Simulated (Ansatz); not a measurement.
# Mg: properties at the relaxed cell

An exercise on one series of results from a longer session: the logs are not shown, and one member is left open.

Method: DFT PBEsol, scalar-relativistic, plane waves, PAW, in Ansatz 0.2.0.

1 further run of the same task is left out (set aside as unsound or not needed).

## Starting point

It takes space group P6_3/mmc (No. 194, hexagonal). The conventional cell has a = 3.187 Å, b = 3.187 Å, c = 5.114 Å, α = 90.00°, β = 90.00°, γ = 120.00°. Mg (site symmetry -6m2) has 12 Mg at 3.15 to 3.19 Å in its first shell of neighbours.

Structure file:

```xyz
2
Lattice="3.1872 0.0000 0.0000 -1.5936 2.7602 0.0000 0.0000 0.0000 5.1136" Properties=species:S:1:pos:R:3 pbc="T T T"
Mg    0.0000    1.8401    1.2784
Mg    1.5936    0.9201    3.8352
```

This cell was relaxed beforehand with the same method: volume 22.49 Å³/atom, gap on the mesh none (metal).

Set-up of the first run:

input.yaml reads:

```yaml
crystal:
  lattice:
    - [3.1871890187, 0.0, 0.0]
    - [-1.5935945094, 2.7601866569, 0.0]
    - [0.0, 0.0, 5.1135935889]
  atoms:
    - { symbol: Mg, position: [0.3333333333, 0.6666666667, 0.25] }
    - { symbol: Mg, position: [0.6666666667, 0.3333333333, 0.75] }
basis:
  ecutwfc: 420
kpoints:
  mp_grid: { grid: [18, 18, 8] }
  band_path:
    path:
      - [[0.0, 0.0, 0.0], [0.5, 0.0, 0.0], [0.33333333, 0.33333333, 0.0], [0.0, 0.0, 0.0], [0.0, 0.0, 0.5], [0.5, 0.0, 0.5], [0.33333333, 0.33333333, 0.5], [0.0, 0.0, 0.5]]
      - [[0.5, 0.0, 0.5], [0.5, 0.0, 0.0]]
      - [[0.33333333, 0.33333333, 0.5], [0.33333333, 0.33333333, 0.0]]
    npoints: 14
hamiltonian:
  xc: pbesol
scf:
  occupations: { method: gaussian, width: 0.1 }
  n_extra_bands: 6
output:
  forces: true
  stress: true
  eigenvalues: true
  populations: true
  dos: { projected: true, de: 0.02, nscf_kmesh: { grid: [27, 27, 12] } }
  bader: true
  write_density: true
  write_potential: true
  elf: true
  volumetric_format: npy
```

On the command line:

```bash
$ ansatz run input.yaml --threads 1 --pin off --max-ram 2560MiB --backend cpu --events-out ev --progress --plain --runs-dir out
```

Among the steps run: Static run: bands, density of states and charges; Back to the database's cell; Point at V/V0 = 0.97; Point at V/V0 = 1.03; Point at V/V0 = 0.94; The cell scaled to 1.06 of its volume; The cell scaled to 0.91 of its volume; The cell scaled to 1.10 of its volume; The cell scaled to 0.88 of its volume.

One of the session's tables, all rows but one given; the rest of the session is left out.

It belongs to the step «Energy against volume». 

```
volume (Å³/atom)  energy above the lowest point (meV/atom)  pressure (GPa)
          19.794                                      46.6            6.17
          20.468                                      24.8            4.27
          21.143                                         ?               ?
          21.818                                       2.5            1.22
          22.493                                       0.0            0.01
          23.168                                       2.3           -1.03
          23.842                                       8.6           -1.92
          24.742                                      22.3           -2.93
```

Estimate the missing values for volume (Å³/atom) = 21.143.

Worked estimate for «energy above the lowest point (meV/atom)». A straight line through the neighbours (20.468, 24.8) and (21.818, 2.5) gives 24.8 + (2.5 − 24.8) × (21.143 − 20.468) / (21.818 − 20.468) = 13.7; a parabola fitted to 4 rows on both sides gives 10.4.

As computed: energy above the lowest point (meV/atom): 10.4; pressure (GPa): 2.63. In «energy above the lowest point (meV/atom)» the line misses by +3.3 and the parabola by 0.0.
